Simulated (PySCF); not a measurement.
# F2HSSi: the cost of one run

Programs: PySCF 2.14.0. All values are calculated, for the isolated system unless a continuum is named. Atoms count from 0, parts from 1.

## 1. The system as given

5 atoms, charge -1, multiplicity 1; geometry: GFN2-xTB. Parts: 1 = atoms 0–2, `F[Si]F`, charge 0; 2 = atoms 3–4, `[SH-]`, charge -1. In the given geometry Si1 and S3 of different parts are bonded (2.30 Å), so values for the parts refer to these atom groups.

## 2. Geometry optimisation at PBE0-D3(BJ)/def2-TZVPD

What the job is given:

```
{"job": {"xc": "PBE0", "basis": "def2-TZVPD", "d3": "d3bj", "grid": 3, "kind": "geom", "shake": 0.01}, "charge": -1, "multiplicity": 1, "parts": [{"atoms": "0-2", "charge": 0, "multiplicity": 1}, {"atoms": "3-4", "charge": -1, "multiplicity": 1}]}
F     -0.833344     0.553812    -0.782627
Si     0.667359    -0.082690    -0.569432
F      0.129250    -0.922112     0.771693
S      0.502752    -1.765449    -2.134241
H     -0.856458    -1.775537    -2.098899
```

The run is started by

```sh
OMP_NUM_THREADS=1 python cluster_run.py task.json out
```

The driver reads the jobs from task.json and runs them one after another.

**Question.** How long does this first job take on 1 thread of Arm Neoverse V1, shared host, and how much memory does it need?

About 86 s, with a peak of 0.65 GiB.
